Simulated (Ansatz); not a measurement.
# C2H4AlN: taking an electron away

Aim: the vertical ionisation energy of C2H4AlN, as cation minus neutral at the neutral's geometry, on several levels, and how well −ε(HOMO) stands in for it.

Program: Ansatz 0.2.0, Gaussian basis. Level of theory: unrestricted cation, the program's frozen cores in correlated methods. These are calculated values, not measurements.

Plan: UKS PBE-D4/def2-TZVPP; UKS r2SCAN-D4/def2-TZVPP; UKS PBE0-D4/def2-TZVPP; UKS B3LYP-D4/def2-TZVPP; UKS wB97X-V/def2-TZVPP; UKS wB97M-V/def2-TZVPP; UKS B2PLYP/def2-TZVPP; UHF-CCSD(T)/def2-TZVPP; UHF-CCSD(T)/def2-QZVPP; extrapolation to the limit; then −ε(HOMO) from the neutral's earlier runs with LDA (SPW92), PBE-D4, revPBE-D4, BLYP-D4, r2SCAN-D4, B97M-V, PBE0-D4, B3LYP-D4, r2SCANh-D4, r2SCAN0-D4, HSE06-D4, BHLYP-D4, CAM-B3LYP-D4, LC-ωPBE, ωB97X-V, ωB97M-V.

## (1) Structure used throughout

All runs share one geometry, relaxed beforehand with PBE0-D4 in a triple-zeta def2 set.

SMILES `[CH3][AlH][C]#N`, 8 atoms, charge 0, spin multiplicity 1.

Atoms are counted from 1 here; the program's logs count them from 0.

Bond lengths: C1–Al2 1.935 Å, C1–H5 1.095 Å, C1–H6 1.095 Å, C1–H7 1.092 Å, Al2–C3 1.945 Å, Al2–H8 1.576 Å, C3–N4 1.154 Å. Angles: Al2–C1–H5 110.6°, Al2–C1–H6 110.7°, Al2–C1–H7 112.6°, H5–C1–H6 106.4°, H5–C1–H7 108.1°, H6–C1–H7 108.2°, C1–Al2–C3 118.2°, C1–Al2–H8 126.1°, C3–Al2–H8 115.6°, Al2–C3–N4 179.2°.

Geometry (Å):

```mol
C2H4AlN
  3D, bonds by distance, orders not assigned

  8  7  0  0  0  0  0  0  0  0999 V2000
   -0.7079    1.0151   -0.3322 C   0  0
   -0.1418   -0.6832    0.4026 Al  0  0
    1.7029   -1.2348    0.1286 C   0  0
    2.8008   -1.5482   -0.0412 N   0  0
   -1.5270    0.8731   -1.0450 H   0  0
   -1.0951    1.6687    0.4562 H   0  0
    0.1004    1.5405   -0.8442 H   0  0
   -1.0402   -1.6884    1.2195 H   0  0
  1  2  8  0
  2  3  8  0
  3  4  8  0
  1  5  8  0
  1  6  8  0
  1  7  8  0
  2  8  8  0
M  END
```

## (2) Cation, UKS PBE-D4/def2-TZVPP

File in.yaml:

```yaml
crystal:
  periodic: [false, false, false]
  atoms:
    - {symbol: C, position_ang: [-0.707874, 1.015090, -0.332234]}
    - {symbol: Al, position_ang: [-0.141820, -0.683210, 0.402636]}
    - {symbol: C, position_ang: [1.702925, -1.234826, 0.128559]}
    - {symbol: N, position_ang: [2.800827, -1.548158, -0.041198]}
    - {symbol: H, position_ang: [-1.527000, 0.873125, -1.044968]}
    - {symbol: H, position_ang: [-1.095091, 1.668742, 0.456176]}
    - {symbol: H, position_ang: [0.100435, 1.540503, -0.844232]}
    - {symbol: H, position_ang: [-1.040203, -1.688365, 1.219463]}
basis:
  gaussian: {orbitals: def2-TZVPP}
total_charge: 1
magnetization: {spin_polarized: true, initial_magnetization: 1}
hamiltonian: {xc: pbe, dispersion: d4}
```

On the command line:

```
ansatz run in.yaml --threads 2 --pin off --events-out ev --progress --plain --max-ram 22528MiB --backend cpu
```

After this run come: Cation, UKS r2SCAN-D4/def2-TZVPP; Cation, UKS PBE0-D4/def2-TZVPP; Cation, UKS B3LYP-D4/def2-TZVPP; Cation, UKS wB97X-V/def2-TZVPP; Cation, UKS wB97M-V/def2-TZVPP; Cation, UKS B2PLYP (frozen core)/def2-TZVPP; Cation, UHF-CCSD(T)/def2-TZVPP; Cation, UHF-CCSD(T)/def2-QZVPP.

Q: Predict the results of all the runs planned. Wanted: ionisation energy, CCSD(T)/CBS; nearest functional by difference; nearest −ε(HOMO); −ε(HOMO) of PBE; T1 of the cation.

As calculated:

| quantity | value |
| --- | --- |
| ionisation energy, CCSD(T)/CBS | 11.38 eV |
| nearest functional by difference | ωB97X-V (-0.15 eV) |
| nearest −ε(HOMO) | LC-ωPBE (+0.19 eV) |
| −ε(HOMO) of PBE | 7.49 eV |
| T1 of the cation | 0.034 |

In words: Energy differences with functionals land within 0.85 eV of the reference. −ε(HOMO) of PBE misses by 3.9 eV, since self-interaction lifts the level. Among orbital estimates LC-ωPBE comes nearest. Hartree-Fock falls 0.97 eV short, as the neutral has more correlation energy than the cation. The cation's T1 (from the report) is 0.034, near the customary mark of 0.045 for open shells, so the coupled-cluster value is less safe.
